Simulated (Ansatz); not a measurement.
**BN (P6_3/mmc): energy and pressure against volume**

The task here is to estimate one member of a computed series from the others.

The COD entry's cell or inner coordinates are ideal or old and differ from later refinements, so a difference from it is no clean test against experiment.

Method: DFT r²SCAN, scalar-relativistic, plane waves, PAW, in Ansatz 0.2.0.

The runs add the D3(BJ) dispersion term to the functional named.

### The starting structure

The structure is hexagonal, space group P6_3/mmc (No. 194). The conventional cell has a = 2.498 Å, b = 2.498 Å, c = 6.576 Å, α = 90.00°, β = 90.00°, γ = 120.00°. B (site symmetry -6m2) is surrounded by 3 N at 1.44 Å. N (site symmetry -6m2) has 3 B at 1.44 Å as nearest neighbours.

As a file:

```cif
data_structure
_symmetry_space_group_name_H-M 'P 1'
_symmetry_Int_Tables_number 1
_cell_length_a 2.4982
_cell_length_b 2.4982
_cell_length_c 6.5759
_cell_angle_alpha 90.000
_cell_angle_beta 90.000
_cell_angle_gamma 120.000
_cell_volume 35.54
loop_
_atom_site_label
_atom_site_type_symbol
_atom_site_fract_x
_atom_site_fract_y
_atom_site_fract_z
_atom_site_occupancy
B1 B 0.33333 0.66667 0.25000 1
B2 B 0.66667 0.33333 0.75000 1
N1 N 0.33333 0.66667 0.75000 1
N2 N 0.66667 0.33333 0.25000 1
```

An earlier run at r²SCAN left this cell at 8.885 Å³/atom and -0.01 GPa (10×10×4 mesh).

Set-up of the first run:

input.yaml reads:

```yaml
crystal:
  lattice:
    - [2.4644309424, 0.0, 0.0]
    - [-1.2322154712, 2.134259802, 0.0]
    - [0.0, 0.0, 6.4870672084]
  atoms:
    - { symbol: B, position: [0.3333333333, 0.6666666667, 0.25] }
    - { symbol: B, position: [0.6666666667, 0.3333333333, 0.75] }
    - { symbol: "N", position: [0.3333333333, 0.6666666667, 0.75] }
    - { symbol: "N", position: [0.6666666667, 0.3333333333, 0.25] }
basis:
  ecutwfc: 500
  ecutrho_ratio: 4
kpoints:
  mp_grid: { grid: [10, 10, 4] }
hamiltonian:
  xc: r2scan
  dispersion: d3bj
scf:
  occupations: { method: gaussian, width: 0.05 }
output:
  forces: true
  stress: true
  eigenvalues: true
relax:
  f_tol: 0.01
  max_steps: 40
  cell: { stress_tol: 0.1, fix: [volume] }
```

The run is started by

```console
> ansatz run input.yaml --threads 2 --pin off --max-ram 5120MiB --backend cpu --events-out ev --progress --plain --runs-dir out
```

Among the steps run: Volume × 0.96; Volume × 1.04; Volume × 0.92; Volume × 0.88; Volume × 0.84; Volume × 0.8.

One table of the session follows, with a row left open; its other results are not shown here.

```
volume (Å³/atom)  energy above the lowest (meV/atom)  pressure (GPa)  gap on the mesh (eV)
           7.108                                76.2            18.9                  4.60
           7.464                                42.0            12.4                  4.70
           7.819                                20.3             7.5                  4.74
           8.175                                   ?               ?                     ?
           8.530                                 1.6             1.6                  4.73
           8.885                                 0.0             0.0                  4.78
           9.241                                 1.3            -1.0                  4.86
```

Q: Estimate the row for volume (Å³/atom) = 8.175 from the others.

Worked estimate for «energy above the lowest (meV/atom)». A straight line through the neighbours (7.819, 20.3) and (8.530, 1.6) gives 20.3 + (1.6 − 20.3) × (8.175 − 7.819) / (8.530 − 7.819) = 10.9; a parabola fitted to 4 rows on both sides gives 7.6.

**Answer.** energy above the lowest (meV/atom): 7.7; pressure (GPa): 4.0; gap on the mesh (eV): 4.71. In «energy above the lowest (meV/atom)» the line misses by +3.2 and the parabola by -0.1.

Caveats from the session: Other structures may be lower in enthalpy at these pressures. Warnings in the runs' records: dispersion damping borrowed.
